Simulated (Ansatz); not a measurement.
Task: an active-space calculation of ClFGaH, SMILES [F][GaH][Cl], with Ansatz 0.2.0, Python API. Give the script and its output. Level of theory: Hartree-Fock, def2-SVP basis, multiplicity 1.

```xyz
4

F    -1.7519   -0.1453    0.4091
Ga   -0.0140    0.1136   -0.2553
Cl    0.9445   -1.5031    0.4127
H     0.8770    1.4745   -0.5868
```

`clfgah.py`
```python
import ansatz as az

config = {
    "basis_set": "def2-SVP",
}

molecule = (
    az.Crystal.molecule()
    .atom("F", (-1.7519, -0.1453, 0.4091))
    .atom("Ga", (-0.014, 0.1136, -0.2553))
    .atom("Cl", (0.9445, -1.5031, 0.4127))
    .atom("H", (0.877, 1.4745, -0.5868))
)

setup = (
    molecule.calculation()
    .basis(gaussian=config["basis_set"])
    .correlation(active_electrons=2, active_orbitals=3)
)
for method in [None]:
    report = (setup if method is None else setup.correlation(method)).run().report
    space = report["configurations"]
    state = space["states"][0]
    print(method or "casscf", f"total {report['free_energy_ev'] / 27.211386246:.6f} Ha, active-space state {state['energy']['hartree']:.6f} Ha, mean field {report['reference_energy_ev'] / 27.211386246:.6f} Ha")
    print("  determinants", state["n_determinants"], " natural occupations", [round(n, 3) for n in space["natural_occupations"]])
```

Output of `python clfgah.py`:
```text
casscf total -2482.383675 Ha, active-space state -2482.383675 Ha, mean field -2482.360731 Ha
  determinants 9  natural occupations [1.977, 0.022, 0.001]
```

Total energies depend on the basis set; only differences at equal settings carry meaning. The geometry is a force-field or estimated start, not a minimum of this method, and the basis set is short of its limit. The active space starts as a window about the frontier orbitals and is then optimised, not chosen by chemistry. Run time: 13 s on 1 thread of Arm Neoverse V1 (shared host), peak memory 0.2 GiB.
